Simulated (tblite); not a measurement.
# C7H13ClOSi: the cost of one run

The runs use tblite 0.8.0 and PySCF 2.14.0, with density-fitted response routines of our own; the level of theory stands in each step. All values are computed, except where a source is named. Atoms count from 0, in the outputs and in this text.

**1. The molecule as given**

23 atoms, charge 0, multiplicity 1; geometry from: force field or distance geometry start.

Bonds of the start (Å): C0–C1 1.48, C1–C2 1.50, C1–C3 1.33, C3–C4 1.47, C4–O5 1.26, C3–C6 1.50, C6–C7 1.48, C7–Si8 1.84, Si8–Cl9 2.11, C0–H10 1.11, C0–H11 1.13, C0–H12 1.13, C2–H13 1.11, C2–H14 1.10, C2–H15 1.12, C4–H16 1.10, C6–H17 1.10, C6–H18 1.11, C7–H19 1.12, C7–H20 1.13, Si8–H21 1.48, Si8–H22 1.47.

**2. Optimising the geometry with GFN2-xTB**

Job settings and geometry (Å):

```
{"job": {"kind": "relax", "xc": "GFN2-xTB", "basis": "xTB"}, "charge": 0, "multiplicity": 1}
C     -2.859200    -0.497300     0.605000
C     -1.505100     0.092700     0.650200
C     -1.421100     1.540400     1.036400
C     -0.404300    -0.610300     0.390200
C     -0.455500    -2.033100     0.042700
O     -1.532800    -2.683300    -0.060300
C      0.965500     0.008000     0.459500
C      1.562800    -0.129400    -0.887700
Si     3.261200     0.546100    -1.115800
Cl     3.017300     2.389000    -2.108800
H     -3.087800    -0.968900    -0.369200
H     -2.920400    -1.264200     1.433500
H     -3.613500     0.298700     0.875200
H     -2.442400     1.986800     1.057600
H     -0.833900     2.151800     0.341200
H     -1.015400     1.662900     2.078400
H      0.471100    -2.584400    -0.171700
H      0.857500     1.069400     0.747100
H      1.505100    -0.528900     1.270700
H      1.603600    -1.211700    -1.168400
H      0.857600     0.413600    -1.590900
H      3.958700    -0.328900    -2.090500
H      4.026200     0.708300     0.131600
```

On the command line:

```console
OMP_NUM_THREADS=1 python probes_run.py task.json out
```

This one command runs all jobs of the session in turn.

**Question.** How long does this first job take on 1 thread of Arm Neoverse V1, shared host, and how much memory does it need?

About 1.6 s, with a peak of 0.18 GiB.
